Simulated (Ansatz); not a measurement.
# ZrH₃+ (triplet): the correlation ladder, def2-SVP

One table from this session's results is given with a row withheld; the runs are named, their logs left out.

Computed with Ansatz 0.2.0, Gaussian basis. Level: def2-SVP, core rule «outside noble gas», up to 4 orbitals frozen.

To be run: UHF; CCSD(T) on ROHF; CCSD(T) on UHF; CISD; CCSDT(Q) on ROHF; CCSDT(Q) on UHF.

29 further runs of the same task are left out: 13 for a known fault of the program, 8 that didn't finish, 8 set aside as unsound or not needed.

## What is computed

The geometry is a PBE0/def2-TZVP stationary point (not a proven minimum) of the parent state, kept for this charge and spin. No spin-orbit coupling is included. Elements past krypton take def2 core potentials.

4 atoms, charge 1, spin multiplicity 3.

Atoms are counted from 1 here; the program's logs count them from 0.

Bond lengths: Zr1–H2 1.860 Å, Zr1–H3 1.860 Å, Zr1–H4 1.860 Å. Angles: H2–Zr1–H3 120.0°, H2–Zr1–H4 120.0°, H3–Zr1–H4 120.0°.

The first run:

File in.yaml:

```yaml
crystal:
  periodic: [false, false, false]
  atoms:
    - {symbol: Zr, position_ang: [0.000000, 0.000000, 0.000000]}
    - {symbol: H, position_ang: [1.859864, 0.018007, 0.007700]}
    - {symbol: H, position_ang: [-0.945522, 1.601699, -0.004900]}
    - {symbol: H, position_ang: [-0.914341, -1.619706, -0.002800]}
basis:
  gaussian: {orbitals: def2-SVP}
total_charge: 1
magnetization: {spin_polarized: true, initial_magnetization: 2}
hamiltonian: {xc: hf}
output: {orbitals: {seedname: orbitals}}
```

On the command line:

```sh
ansatz run in.yaml --threads 1 --pin off --events-out ev --progress --plain --max-ram 2393MiB
```

Steps of the session up to this table: UHF; CCSD(T) on ROHF; CCSD(T) on UHF; CISD; CCSDT(Q) on ROHF; CCSDT(Q) on UHF.

One table of the session follows, with a row left open; its other results are not shown here.

| method | from RCCSDT(Q) (kcal/mol) |
| --- | --- |
| ROHF | ? |
| UHF | +53.18 |
| RMP2 | +15.83 |
| UMP2 | +14.52 |
| RCCSD | +2.12 |
| UCCSD | +1.14 |
| RCCSD(T) | +0.88 |
| UCCSD(T) | -0.10 |
| RCCSDT | +0.09 |
| UCCSDT | -0.88 |
| RCCSDT(Q) | 0 |
| UCCSDT(Q) | -0.95 |

Estimate the missing values for ROHF.

The run gave: from RCCSDT(Q) (kcal/mol): +54.83. In the column «from RCCSDT(Q) (kcal/mol)» it is the highest.

Not comparable, so not listed: CISD (they don't share determinant, frozen orbitals or solution with the rows shown, or repeat one).

Caveats from the session: Restricted and unrestricted rows rest on different reference determinants; where their highest levels disagree by more than a few hundredths of an eV, they describe different states and don't form one ladder.
